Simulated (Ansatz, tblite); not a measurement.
**The cluster Sn₅H₇+: rung by rung**

How do method and basis change the picture of the cluster Sn₅H₇+ (singlet)?

Program: Ansatz 0.2.0, Gaussian basis. Level of theory: as each input shows. These are calculated values, not measurements.

Levels to be run: GFN1-xTB, GFN2-xTB, PBE-D4/def2-TZVP, r2SCAN-D4/def2-TZVP, B3LYP-D4/def2-TZVP, LC-ωPBE/def2-TZVP, ωB97M-V/def2-TZVP, PBE-D4/def2-SVP, PBE0-D4/def2-SVP, CCSD(T)/def2-SVP, MP2/def2-TZVP.

2 further runs of the same task are left out: 1 that didn't finish, 1 set aside as unsound or not needed. Runs told in other sessions of the task aren't counted.

## (1) The structure

The geometry is that of the singlet, from an earlier relaxation (PBE-D4/def2-SVP). At that level it is the lowest of the isomers that a small search found.

12 atoms, charge 1, spin multiplicity 1.

Bond lengths: Sn1–Sn2 2.843 Å, Sn1–Sn3 3.060 Å, Sn1–Sn4 2.766 Å, Sn1–H10 1.734 Å, Sn2–H6 1.717 Å, Sn2–H8 1.723 Å, Sn2–H12 1.718 Å, Sn3–Sn5 3.216 Å, Sn3–H7 1.988 Å, Sn3–H11 1.976 Å, Sn4–Sn5 2.955 Å, Sn4–H9 1.758 Å, Sn5–H7 1.986 Å, Sn5–H11 2.016 Å. Angles: Sn2–Sn1–Sn3 101.7°, Sn2–Sn1–Sn4 120.6°, Sn2–Sn1–H10 116.5°, Sn3–Sn1–Sn4 75.1°, Sn3–Sn1–H10 113.7°, Sn4–Sn1–H10 118.6°, Sn1–Sn2–H6 107.0°, Sn1–Sn2–H8 106.3°, Sn1–Sn2–H12 106.0°, H6–Sn2–H8 112.3°, H6–Sn2–H12 113.5°, H8–Sn2–H12 111.1°, Sn1–Sn3–Sn5 95.2°, Sn1–Sn3–H7 88.2°, Sn1–Sn3–H11 102.4°, Sn5–Sn3–H7 36.0°, Sn5–Sn3–H11 36.8°, H7–Sn3–H11 72.7° and more.

Sn takes a core potential in the def2 sets. No spin-orbit coupling is included. The ion is computed in the gas phase, without counter-ions or solvent.

PBE0-D4/def2-TZVP was run before; its log isn't repeated, and its numbers join the tables.

## (2) GFN1-xTB

Tight binding, by tblite at 300 K electronic temperature and without a spin-polarisation term:

```python
tblite.interface.Calculator('GFN1-xTB', numbers, positions, charge=1, uhf=0).singlepoint()
```

Energy -432.6931 eV, HOMO -14.25 eV, LUMO -12.34 eV; 0.008 s.

## (3) GFN2-xTB

Tight binding, by tblite at 300 K electronic temperature and without a spin-polarisation term:

```python
tblite.interface.Calculator('GFN2-xTB', numbers, positions, charge=1, uhf=0).singlepoint()
```

Energy -373.8760 eV, HOMO -13.94 eV, LUMO -12.33 eV; 0.01 s.

## (4) PBE-D4/def2-TZVP

start.molden holds the orbitals of an earlier run on this state, given as this run's starting guess.

in.yaml

```yaml
crystal:
  periodic: [false, false, false]
  atoms:
    - {symbol: Sn, position_ang: [0.791384, 0.171394, -1.071598]}
    - {symbol: Sn, position_ang: [-1.832952, 0.852466, -1.927457]}
    - {symbol: Sn, position_ang: [0.241154, -2.179033, 0.809239]}
    - {symbol: Sn, position_ang: [1.725946, 1.001652, 1.395399]}
    - {symbol: Sn, position_ang: [0.180032, -0.399606, 3.487319]}
    - {symbol: H, position_ang: [-1.806998, 0.896433, -3.643497]}
    - {symbol: H, position_ang: [-0.882046, -0.958529, 1.904577]}
    - {symbol: H, position_ang: [-2.873236, -0.379270, -1.320609]}
    - {symbol: H, position_ang: [3.410023, 0.504875, 1.478987]}
    - {symbol: H, position_ang: [1.942705, -0.187483, -2.317506]}
    - {symbol: H, position_ang: [1.290153, -1.694715, 2.412856]}
    - {symbol: H, position_ang: [-2.186175, 2.371825, -1.207701]}
basis:
  gaussian: {orbitals: def2-TZVP, initial_orbitals: start.molden}
total_charge: 1
hamiltonian: {xc: pbe, dispersion: d4}
scf: {omitted_lower_state_checks: [starts]}
output: {forces: true, orbitals: {seedname: orbitals}}
```

On the command line:

```sh
$ ansatz run in.yaml --threads 4 --pin off --events-out ev --progress --plain --max-ram 4787MiB
```

The runs that follow: r2SCAN-D4/def2-TZVP; B3LYP-D4/def2-TZVP; LC-ωPBE/def2-TZVP; ωB97M-V/def2-TZVP; PBE-D4/def2-SVP; PBE0-D4/def2-SVP; CCSD(T)/def2-SVP; MP2/def2-TZVP.

**Question.** What will the summary of the whole plan be? Wanted: gap in def2-TZVP, named functionals, smallest and largest; correlation energy, CCSD(T)/def2-SVP; correlation energy, MP2/def2-TZVP; PBE0 total energy, smallest basis above largest.

**Answer**, as computed:

| quantity | value |
| --- | --- |
| gap in def2-TZVP, named functionals, smallest and largest | 1.90 eV (PBE-D4), 6.78 eV (LC-ωPBE) |
| correlation energy, CCSD(T)/def2-SVP | -17.29 eV |
| correlation energy, MP2/def2-TZVP | -43.42 eV |
| PBE0 total energy, smallest basis above largest | 1.00 eV (def2-SVP, def2-TZVP) |

Orbital gaps of the named functionals in def2-TZVP span 1.90 eV (PBE-D4) to 6.78 eV (LC-ωPBE); exact exchange widens it.
